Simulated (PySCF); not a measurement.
# WO₄ (-2): NMR shieldings with heavy atoms

Programs: PySCF 2.14.0, with routines of our own; each step states its level. All values are computed. Atoms count from 0.

## Step 1: The starting structure

5 atoms, charge -2, multiplicity 1; geometry from: GFN2-xTB.

## Step 2: Relaxing the molecule at PBE0-D3(BJ)/def2-SVP

The job: settings as JSON, then the geometry in Å.

```
{"job": {"xc": "PBE0", "basis": "def2-SVP", "d3": "d3bj", "grid": 1, "maxiter": 30, "shake": 0.03, "kind": "geom"}, "charge": -2, "multiplicity": 1}
W      0.061180    -0.077340     0.012670
O     -0.005780    -0.032260     1.797030
O      1.635900     0.004660    -0.637250
O     -0.757650     1.482830    -0.591630
O     -0.858800    -1.488370    -0.642950
```

Run with:

```console
OMP_NUM_THREADS=1 python heavy_run.py task.json out
```

The driver reads the jobs from task.json and runs them one after another.

**Question.** How long does this first job take on 1 thread of Arm Neoverse V1, shared host, and how much memory does it need?

About 28 s, with a peak of 0.34 GiB.
